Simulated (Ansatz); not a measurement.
# Nb3C2: the cost of one run

Program: Ansatz 0.2.0. Level of theory: DFT PBE, scalar-relativistic, plane waves, PAW. These are calculated values, not measurements.

1 further run of the same task is left out (it didn't finish).

## 1. The system as given

Symmetry: P6_3/mmc, No. 194, hexagonal system. The conventional cell has a = 3.432 Å, b = 3.432 Å, c = 11.772 Å, α = 90.00°, β = 90.00°, γ = 120.00°. Nb (site symmetry 3m) is surrounded by 4 C at 2.02 to 2.19 Å. Around Nb (site symmetry -6m2) lie 3 C at 1.98 Å. C (site symmetry -3m) has 6 Nb at 2.19 Å in its first shell of neighbours. C (site symmetry -6m2) has 5 Nb at 1.98 to 2.02 Å in its first shell of neighbours.

Coordinates:

```cif
data_structure
_symmetry_space_group_name_H-M 'P 1'
_symmetry_Int_Tables_number 1
_cell_length_a 3.4320
_cell_length_b 3.4320
_cell_length_c 11.7717
_cell_angle_alpha 90.000
_cell_angle_beta 90.000
_cell_angle_gamma 120.000
_cell_volume 120.08
loop_
_atom_site_label
_atom_site_type_symbol
_atom_site_fract_x
_atom_site_fract_y
_atom_site_fract_z
_atom_site_occupancy
Nb1 Nb 0.33333 0.66667 0.07849 1
Nb2 Nb 0.66667 0.33333 0.57849 1
Nb3 Nb 0.66667 0.33333 0.92151 1
Nb4 Nb 0.33333 0.66667 0.42151 1
Nb5 Nb 0.00000 0.00000 0.25000 1
Nb6 Nb 0.00000 0.00000 0.75000 1
C1 C 0.00000 0.00000 0.00000 1
C2 C 0.00000 0.00000 0.50000 1
C3 C 0.33333 0.66667 0.25000 1
C4 C 0.66667 0.33333 0.75000 1
```

The cell is invented: species swapped into a database cell of Be3N2 (P6_3/mmc, No. 194), with Nb on the Be sites and C on the N sites. Its size is a rough estimate.

## 2. Probe: one point on a coarse mesh

File input.yaml:

```yaml
crystal:
  lattice:
    - [3.43202969, 0.0, 0.0]
    - [-1.71601485, 2.9722249, 0.0]
    - [0.0, 0.0, 11.77171875]
  atoms:
    - { symbol: Nb, position: [0.33333333, 0.66666667, 0.07848597] }
    - { symbol: Nb, position: [0.66666667, 0.33333333, 0.57848597] }
    - { symbol: Nb, position: [0.66666667, 0.33333333, 0.92151403] }
    - { symbol: Nb, position: [0.33333333, 0.66666667, 0.42151403] }
    - { symbol: Nb, position: [0.0, 0.0, 0.25] }
    - { symbol: Nb, position: [0.0, 0.0, 0.75] }
    - { symbol: C, position: [0.0, 0.0, 0.0] }
    - { symbol: C, position: [0.0, 0.0, 0.5] }
    - { symbol: C, position: [0.33333333, 0.66666667, 0.25] }
    - { symbol: C, position: [0.66666667, 0.33333333, 0.75] }
basis:
  ecutwfc: 420
kpoints:
  mp_grid: { grid: [6, 6, 2] }
hamiltonian:
  xc: pbe
scf:
  occupations: { method: gaussian, width: 0.1 }
  lower_state_search: "off"
output:
  forces: true
  stress: true
  eigenvalues: true
```

Launch:

```bash
ansatz run input.yaml --threads 1 --pin off --max-ram 2560MiB --backend cpu --events-out ev --progress --plain --runs-dir out
```

**Question.** How long does this run take on 1 thread of Intel Xeon Platinum 8488C (Sapphire Rapids), shared host, and how much memory does it need?

About 4.3 s, with a peak of 0.45 GiB.
